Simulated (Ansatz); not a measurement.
Run this with Ansatz 0.2.0 through its Python package and show what comes out.

`xc.py`:
```python
'''One structure of Al under several functionals.'''

import csv

import ansatz as az


def main() -> None:
    structure = (
        az.Lattice.of((2.81246, 0.0, 0.0), (-1.40623, 2.43566, 0.0), (0.0, 0.0, 4.86685))
        .atom('Al', (2 / 3, 1 / 3, 0.75))
        .atom('Al', (1 / 3, 2 / 3, 0.25))
    )

    base = structure.calculation()
    base = base.pseudopotentials('nc')
    base = base.kpoints(density=1.9)
    base = base.occupations('methfessel_paxton')
    base = base.scf(lower_state_search='light').band_table()

    rows = []
    for value in ['r2scan', 'pbesol', 'blyp', 'lda']:
        rep = base.functional(value).run(threads=1, pin='off').report
        rows.append((value, rep['free_energy_ev'] / len(rep['lattice']['sites']), rep['n_iterations'], rep['gap_by_band_count_ev'], rep['n_kpoints']))

    with open('xc.csv', 'w', newline='') as handle:
        writer = csv.writer(handle)
        writer.writerow(['functional', 'F/atom (eV)', 'iterations', 'gap by band count (eV)', 'k-points'])
        writer.writerows([round(v, 5) if isinstance(v, float) else v for v in row] for row in rows)
    print(open('xc.csv').read())


if __name__ == '__main__':
    main()
```

```console
$ python xc.py
DeckWarning: basis.ecutwfc = 310 eV, auto-derived from the records' recommended cutoffs: set by Al (normal level)
DeckWarning: basis.ecutwfc = 544.227725 eV, auto-derived from the records' recommended cutoffs: set by Al (normal level)
DeckWarning: basis.ecutwfc = 598.650497 eV, auto-derived from the records' recommended cutoffs: set by Al (normal level)
functional,F/atom (eV),iterations,gap by band count (eV),k-points
r2scan,-77.829,6,-3.40309,10
pbesol,-63.13267,5,-3.21958,10
blyp,-166.28463,5,-3.2028,10
lda,-64.29786,5,-3.21985,10
```
(Warnings from the package without file and line, repeats left out.)

Reading the output:
- Such functionals run on norm-conserving files made under PBE, which can move pressures by some GPa.
- BLYP can be off by several per cent in the lattices of metals, and by several GPa in the pressure at a fixed cell.
- For a metal this k-point mesh is coarse: on a finer one energies can move by several to tens of meV an atom and pressures by half a GPa or more, differences at one mesh by less.
- A gap by band count of zero or less means overlapping bands, a metal.
- This isn't the structure that Al takes at ambient conditions.
- Gaps and levels are Kohn-Sham values on a finite set of k-points.
- Total energies of different functionals can't be compared; pressures, moments and gaps at this one structure can.

(Lines on the test bed's own set-up are left out of the output.)
